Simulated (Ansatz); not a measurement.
# BrClH2: the cost of one run

The runs use Ansatz 0.2.0, Gaussian basis; PBE0-D4 structure, single points in def2-TZVPPD.

Levels: PBE-D4, revPBE-D4, BLYP-D4, r2SCAN-D4, B97M-V, PBE0-D4, B3LYP-D4, HSE06-D4, wB97X-V, wB97M-V, B2PLYP, Hartree-Fock, MP2, CCSD, CCSD(T). The reference is CCSD(T) extrapolated to the basis limit. For elements past Ar these valence bases correlate outer-core shells poorly and lack relativity, so that limit is rough.

Correlated methods freeze the cores. Filled d shells of the heavier atoms are correlated. B3LYP uses VWN-RPA correlation. B2PLYP carries no dispersion term here.

176 further runs of the same task are left out: 176 set aside as unsound or not needed.

### Step 1. The system as given

The pair, from a GFN2-xTB docking trial: 4 atoms, charge 0, spin multiplicity 1.

Atoms are counted from 1 here; the program's logs count them from 0.

Bond lengths: Cl1–H2 1.279 Å, Br3–H4 1.411 Å.

As a file:

```
Cl    0.0461    0.5811   -1.4463
H     0.2754   -0.6640   -1.6299
Br   -0.1266   -0.1417    2.2188
H    -0.1949    0.2247    0.8575
```

Atoms 1 to 2 are fragment A (HCl), the rest fragment B (HBr).

### Step 2. A first relaxation in a small basis

Input file pre/in.yaml:

```yaml
crystal:
  periodic: [false, false, false]
  atoms:
    - {symbol: Cl, position_ang: [0.046100, 0.581100, -1.446300]}
    - {symbol: H, position_ang: [0.275400, -0.664000, -1.629900]}
    - {symbol: Br, position_ang: [-0.126600, -0.141700, 2.218800]}
    - {symbol: H, position_ang: [-0.194900, 0.224700, 0.857500]}
basis:
  gaussian: {orbitals: def2-SVP}
hamiltonian: {xc: pbe, dispersion: d4}
relax: {f_tol: 0.03, max_steps: 250}
```

The run is started by

```console
> ansatz run in.yaml --threads 2 --pin off --events-out ev --progress --plain --max-ram 5222MiB
```

**Question.** How long does this run take on 2 threads of Intel Xeon Platinum 8559C, shared host?

About 2.3 s.
